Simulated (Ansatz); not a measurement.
**C₇H₁₂O₂: one species, many methods**

One table from this session's results is given with a row withheld; the runs are named, their logs left out.

Method: functionals in def2-TZVPP, the program's frozen cores in correlated methods; program: Ansatz 0.2.0, Gaussian basis.

Plan: LDA (SPW92), PBE-D4, revPBE-D4, BLYP-D4, r2SCAN-D4, B97M-V, PBE0-D4, B3LYP-D4, r2SCANh-D4, r2SCAN0-D4, HSE06-D4, BHLYP-D4, CAM-B3LYP-D4, LC-ωPBE, ωB97X-V, ωB97M-V, B2PLYP, PBE-QIDH; CCSD(T)/def2-SVP; CCSD(T)/def2-TZVPP; MP2/def2-QZVPP; extrapolation to the limit; RPA on PBE.

## Structure used throughout

The geometry comes from an earlier relaxation with PBE0-D4 in a triple-zeta def2 set; it is a stationary point, not always the lowest conformer.

SMILES `CCC(=O)CC(=O)CC`, 21 atoms, charge 0, spin multiplicity 1.

Atoms are counted from 1 here; the program's logs count them from 0.

Bond lengths: C1–C2 1.513 Å, C1–H10 1.091 Å, C1–H11 1.091 Å, C1–H12 1.091 Å, C2–C3 1.503 Å, C2–H13 1.097 Å, C2–H14 1.098 Å, C3–O4 1.205 Å, C3–C5 1.522 Å, C5–C6 1.522 Å, C5–H15 1.090 Å, C5–H16 1.090 Å, C6–O7 1.205 Å, C6–C8 1.503 Å, C8–C9 1.513 Å, C8–H17 1.098 Å, C8–H18 1.097 Å, C9–H19 1.091 Å and more. Angles: C2–C1–H10 110.9°, C2–C1–H11 111.0°, C2–C1–H12 110.7°, H10–C1–H11 107.3°, H10–C1–H12 108.3°, H11–C1–H12 108.5°, C1–C2–C3 114.0°, C1–C2–H13 112.3°, C1–C2–H14 111.6°, C3–C2–H13 106.9°, C3–C2–H14 106.8°, H13–C2–H14 104.7°, C2–C3–O4 123.5°, C2–C3–C5 115.7°, O4–C3–C5 120.7°, C3–C5–C6 106.9°, C3–C5–H15 111.0°, C3–C5–H16 108.3° and more.

The first run:

in.yaml

```yaml
crystal:
  periodic: [false, false, false]
  atoms:
    - {symbol: C, position_ang: [0.828934, 0.048682, -3.162017]}
    - {symbol: C, position_ang: [0.997982, -0.701012, -1.859200]}
    - {symbol: C, position_ang: [-0.256173, -0.784092, -1.035736]}
    - {symbol: O, position_ang: [-1.326626, -0.377783, -1.412411]}
    - {symbol: C, position_ang: [-0.092902, -1.368292, 0.360465]}
    - {symbol: C, position_ang: [0.181934, -0.202479, 1.300000]}
    - {symbol: O, position_ang: [1.304644, 0.203167, 1.466699]}
    - {symbol: C, position_ang: [-1.027803, 0.421958, 1.936011]}
    - {symbol: C, position_ang: [-0.730585, 1.685165, 2.713115]}
    - {symbol: H, position_ang: [0.522884, 1.080251, -2.980795]}
    - {symbol: H, position_ang: [0.059443, -0.413278, -3.782050]}
    - {symbol: H, position_ang: [1.764628, 0.062007, -3.723415]}
    - {symbol: H, position_ang: [1.770919, -0.256738, -1.219390]}
    - {symbol: H, position_ang: [1.335376, -1.732028, -2.027867]}
    - {symbol: H, position_ang: [0.757163, -2.049368, 0.402207]}
    - {symbol: H, position_ang: [-1.019060, -1.876528, 0.629124]}
    - {symbol: H, position_ang: [-1.482790, -0.346710, 2.574294]}
    - {symbol: H, position_ang: [-1.759680, 0.587213, 1.135260]}
    - {symbol: H, position_ang: [-0.307093, 2.452053, 2.062585]}
    - {symbol: H, position_ang: [-0.004957, 1.495556, 3.505255]}
    - {symbol: H, position_ang: [-1.640839, 2.082956, 3.164866]}
basis:
  gaussian: {orbitals: def2-TZVPP}
hamiltonian: {xc: lda}
output: {orbitals: {seedname: orbitals}}
```

Launch:

```bash
ansatz run in.yaml --threads 4 --pin off --events-out ev --progress --plain --max-ram 66560MiB --backend cuda --devices 0, --max-vram 37GiB
```

Steps of the session up to this table: LDA; PBE-D4 (GGA); revPBE-D4 (GGA); BLYP-D4 (GGA); r2SCAN-D4 (meta-GGA); B97M-V (meta-GGA); PBE0-D4 (hybrid); B3LYP-D4 (hybrid); r2SCANh-D4 (hybrid); r2SCAN0-D4 (hybrid); HSE06-D4 (hybrid); BHLYP-D4 (hybrid); CAM-B3LYP-D4 (range-separated); LC-ωPBE (range-separated); ωB97X-V (range-separated); ωB97M-V (range-separated); B2PLYP (double hybrid); PBE-QIDH (double hybrid).

One table of the session follows, with a row left open; its other results are not shown here.

It belongs to the step «Frontier levels by functional». 

| functional | HOMO (eV) | gap (eV) |
| --- | --- | --- |
| LDA (SPW92) | ? | ? |
| PBE-D4 | -5.76 | 3.54 |
| revPBE-D4 | -5.68 | 3.56 |
| BLYP-D4 | -5.68 | 3.58 |
| r2SCAN-D4 | -6.05 | 4.02 |
| B97M-V | -6.22 | 4.30 |
| PBE0-D4 | -7.31 | 6.16 |
| B3LYP-D4 | -7.09 | 5.68 |
| r2SCANh-D4 | -6.63 | 5.00 |
| r2SCAN0-D4 | -7.51 | 6.48 |
| HSE06-D4 | -6.90 | 5.37 |
| BHLYP-D4 | -8.82 | 8.89 |
| CAM-B3LYP-D4 | -8.77 | 8.82 |
| LC-ωPBE | -10.05 | 11.32 |
| ωB97X-V | -9.74 | 10.92 |
| ωB97M-V | -9.69 | 10.78 |

Estimate the missing values for LDA (SPW92).

**Answer.** HOMO (eV): -5.96; gap (eV): 3.48. In the column «HOMO (eV)» it lies between r2SCAN-D4 (-6.05) and PBE-D4 (-5.76).
